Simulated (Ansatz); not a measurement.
# HfN, space group F-43m: a comparison of functionals at one structure

With the Ansatz DFT code, driven from Python.

Contents of `POSCAR_hfn`:
```text
HfN
1.0
   0.00000000    2.45482200    2.45482200
   2.45482200    0.00000000    2.45482200
   2.45482200    2.45482200    0.00000000
Hf N
1 1
Direct
   0.00000000    0.00000000    0.00000000
   0.75000000    0.75000000    0.75000000
```

Notebook, run cell by cell (the value of a cell's last expression is shown):

**Cell 1**
```python
import ansatz as az
from ase.io import read
from tabulate import tabulate
```

**Cell 2**
```python
atoms = read("POSCAR_hfn", format="vasp")
crystal = az.Crystal.from_ase(atoms)
```

**Cell 3**
```python
model = (
    crystal.calculation()
    .pseudopotentials("paw")
    .basis(41 * az.Ry)
    .kpoints(12, 12, 12)  # sampling of the Brillouin zone
    .occupations("fermi_dirac")  # fractional filling near the Fermi level
    .scf(tolerance=1e-10)
    .stress()
)
```

**Cell 4**
```python
rows = []
for value in ["blyp", "pbesol", "lda"]:
    summary = model.functional(value).run().report
    rows.append((value, summary["free_energy_ev"] / len(summary["lattice"]["sites"]), summary["n_iterations"], sum(summary["stress_gpa"][i][i] for i in range(3)) / 3, summary["n_kpoints"]))

print(tabulate(rows, headers=["functional", "F/atom (eV)", "iterations", "P (GPa)", "k-points"], floatfmt=".4f", tablefmt="grid"))
```
Output:
```text
+--------------+---------------+--------------+-----------+------------+
| functional   |   F/atom (eV) |   iterations |   P (GPa) |   k-points |
+==============+===============+==============+===========+============+
| blyp         |    -8066.7305 |           11 |    6.2958 |         72 |
+--------------+---------------+--------------+-----------+------------+
| pbesol       |    -7989.7872 |           10 |   -4.9388 |         72 |
+--------------+---------------+--------------+-----------+------------+
| lda          |    -7926.9303 |           10 |   -9.5019 |         72 |
+--------------+---------------+--------------+-----------+------------+
```

From lowest to highest: LDA (-9.5 GPa), PBEsol (-4.9 GPa) and BLYP (6.3 GPa). At a fixed cell a lower pressure usually means a smaller equilibrium volume, so LDA prefers the smallest cell and BLYP the largest.

No spin polarisation was allowed. BLYP can be off by several per cent in the lattices of metals, and by several GPa in the pressure at a fixed cell. Pressure is positive in compression. Spin-orbit coupling, which matters for elements this heavy, is left out. The structure comes from a database of computed cells and needn't be a stable or known phase. Total energies of different functionals can't be compared; pressures, moments and gaps at this one structure can. Run time: 19 s on 1 thread of Intel(R) Xeon(R) Processor @ 2.30GHz, on a shared host, peak memory 0.61 GiB.
